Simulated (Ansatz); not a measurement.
# CH3Cl2Si (SMILES [CH2][SiH](Cl)Cl): UHSE06/6-31G(d) (spherical functions)

What is the electronic atomisation energy of CH3Cl2Si at UHSE06/6-31G* (spherical functions)? 

The results are computed with Ansatz 0.2.0.

58 further runs of the same task are left out: 2 that didn't finish, 56 set aside as unsound or not needed. Runs told in other sessions of the task aren't counted.

### Step 1. Starting point

CH3Cl2Si has 7 atoms, charge 0, and is taken as a doublet. As SMILES, `[CH2][SiH](Cl)Cl`. The coordinates come from a PBE0-D4/def2-TZVP relaxation. This is one conformer, not always the lowest.

Bond lengths: C1–Si2 1.823 Å, Si2–Cl3 2.049 Å, Si2–Cl4 2.049 Å, C1–H5 1.085 Å, C1–H6 1.085 Å, Si2–H7 1.475 Å. Angles: C1–Si2–Cl3 110.0°, C1–Si2–Cl4 110.0°, Cl3–Si2–Cl4 107.9°, C1–Si2–H7 112.5°, Cl3–Si2–H7 108.1°, Cl4–Si2–H7 108.2°, Si2–C1–H5 122.1°, Si2–C1–H6 122.1°, H5–C1–H6 115.8°.

### Step 2. A single-point energy at UHSE06/6-31G(d) (spherical functions)

The input, molecule.yaml:

```yaml
crystal:
  periodic: [false, false, false]
  atoms:
    - {symbol: C, position_ang: [-0.692700, 0.892600, 0.197500]}
    - {symbol: Si, position_ang: [0.466300, -0.499500, -0.003900]}
    - {symbol: Cl, position_ang: [1.593800, -0.235400, -1.694300]}
    - {symbol: Cl, position_ang: [-0.574000, -2.252500, -0.209200]}
    - {symbol: H, position_ang: [-1.447700, 1.127200, -0.545500]}
    - {symbol: H, position_ang: [-0.668800, 1.540600, 1.067500]}
    - {symbol: H, position_ang: [1.384500, -0.641000, 1.142000]}
basis:
  gaussian:
    orbitals: 6-31G_st_-spherical.json
magnetization:
  spin_polarized: true
  initial_magnetization: 1
hamiltonian:
  xc: hse06
accuracy: high
output:
  orbitals: {seedname: orbitals}
```

The basis set 6-31G* is read from a file made from the Basis Set Exchange's data (not shown).

Command:

```console
$ ansatz run molecule.yaml --threads 1 --pin off --max-ram 3480MiB --events-out events.jsonl --progress --plain --runs-dir runs
```

Standard output:

```text
Warning: RAYON_NUM_THREADS=1 ignored (pool sized by the plan → 1); use --threads N
Functional definition: HSE06
  name "HSE06"
  parameter a = 0.25
  parameter omega = 0.11/bohr
  exchange = pbe_x - a*pbe_x_sr(omega) + a*exact_x_sr(omega)
  correlation = pbe_c
1599 factors; integrals over basis functions are off by at most 3.7e-9 eV
99 factors; integrals over basis functions are off by at most 2.2e-9 eV
mean field evaluation 1: about -33992.3628 eV, gradient 2.1e1 eV
mean field evaluation 2: about -33991.8842 eV, gradient 2.2e1 eV
mean field evaluation 4: about -33994.7623 eV, gradient 8.7e-1 eV
mean field evaluation 8: about -33994.9429 eV, gradient 1.5e-1 eV
mean field evaluation 16: about -33994.9430 eV, gradient 1.6e-4 eV
mean field -33994.94303968 eV, -1249.2911141082 hartree, gradient 2.6e-8 eV, S^2 0.753949; 0 other end points of the search recorded, 0 dependent functions left out
reference -33994.94304263 eV, -1249.2911142168 hartree; 29, 28 occupied and 45, 46 virtual orbitals, 1599 factors
Total energy: -33994.94304263 eV, -1249.2911142168 hartree
```

It took 13 s on 1 thread of Arm Neoverse V2, shared host; peak memory 0.38 GiB.

### Step 3. The C atom at the same level

The input, run.yaml:

```yaml
basis:
  gaussian: {orbitals: 6-31G_st_-spherical.json}
crystal:
  periodic: [false, false, false]
  atoms:
    - {symbol: C, position_ang: [0.000000, 0.000000, 0.000000]}
magnetization: {spin_polarized: true, initial_magnetization: 2}
hamiltonian: {xc: hse06}
accuracy: high
```

The basis set 6-31G* is read from a file made from the Basis Set Exchange's data (not shown).

Run the same way, it converges to -37.79014 Eh (log not shown).

### Step 4. The Cl atom, same level

The input, run.yaml:

```yaml
crystal:
  periodic: [false, false, false]
  atoms:
    - {symbol: Cl, position_ang: [0.000000, 0.000000, 0.000000]}
basis:
  gaussian:
    orbitals: 6-31G_st_-spherical.json
magnetization:
  spin_polarized: true
  initial_magnetization: 1
hamiltonian:
  xc: hse06
accuracy: high
```

The basis set 6-31G* is read from a file made from the Basis Set Exchange's data (not shown).

Command:

```console
$ ansatz run run.yaml --threads 1 --pin off --max-ram 3480MiB --events-out events.jsonl --progress --plain --runs-dir runs
```

Standard output, shortened:

```text
Warning: RAYON_NUM_THREADS=1 ignored (pool sized by the plan → 1); use --threads N
[... 6 set-up lines as earlier in the session ...]
140 factors; integrals over basis functions are off by at most 3.1e-9 eV
35 factors; integrals over basis functions are off by at most 1.2e-9 eV
mean field evaluation 1: about -12516.0112 eV, gradient 3.1e0 eV
mean field evaluation 2: about -12516.0683 eV, gradient 9.0e-1 eV
mean field evaluation 4: about -12516.0737 eV, gradient 3.8e-1 eV
mean field evaluation 8: about -12516.0746 eV, gradient 1.9e-4 eV
mean field evaluation 16: about -12516.0746 eV, gradient 6.2e-7 eV
mean field -12516.07459984 eV, -459.9572578441 hartree, gradient 5.1e-8 eV, S^2 0.752100; 0 other end points of the search recorded, 0 dependent functions left out
reference -12516.07460149 eV, -459.9572579046 hartree; 9, 8 occupied and 9, 10 virtual orbitals, 140 factors
Total energy: -12516.07460149 eV, -459.9572579046 hartree
```

Wall time 0.78 s (1 thread of Arm Neoverse V2, shared host).

### Step 5. The H atom at the same level

The input, input.yaml:

```yaml
crystal:
  periodic: [false, false, false]
  atoms:
    - {symbol: H, position_ang: [0.000000, 0.000000, 0.000000]}
basis:
  gaussian:
    orbitals: "6-31G*"
accuracy: high
hamiltonian:
  xc: hse06
magnetization:
  spin_polarized: true
  initial_magnetization: 1
```

Run the same way, it converges to -0.49883 Eh (log not shown).

### Step 6. The Si atom, same level

The input, molecule.yaml:

```yaml
crystal:
  periodic: [false, false, false]
  atoms:
    - {symbol: Si, position_ang: [0.000000, 0.000000, 0.000000]}
basis:
  gaussian: {orbitals: 6-31G_st_-spherical.json}
accuracy: high
magnetization: {spin_polarized: true, initial_magnetization: 2}
hamiltonian: {xc: {name: HSE06}}
```

The basis set 6-31G* is read from a file made from the Basis Set Exchange's data (not shown).

Run the same way, it converges to -289.22198 Eh (log not shown).

### Step 7. Results

Level: UHSE06/6-31G* (spherical functions).

| quantity | value |
| --- | --- |
| molecule: total energy | -1249.29111 Eh |
| molecule: HOMO energy (highest over α and β) | -7.26 eV |
| molecule: LUMO energy (lowest over α and β) | -3.29 eV |
| molecule: ⟨S²⟩ | 0.754 |
| C atom: total energy | -37.79014 Eh |
| C atom: ⟨S²⟩ | 2.002 |
| Cl atom: total energy | -459.95726 Eh |
| Cl atom: ⟨S²⟩ | 0.752 |
| H atom: total energy | -0.49883 Eh |
| H atom: ⟨S²⟩ | 0.750 |
| Si atom: total energy | -289.22198 Eh |
| Si atom: ⟨S²⟩ | 2.002 |
| electronic atomisation energy | 23.619 eV |

In words: Taking the molecule apart into free atoms costs 23.62 eV (2279 kJ/mol), before zero-point energy and without spin-orbit coupling.
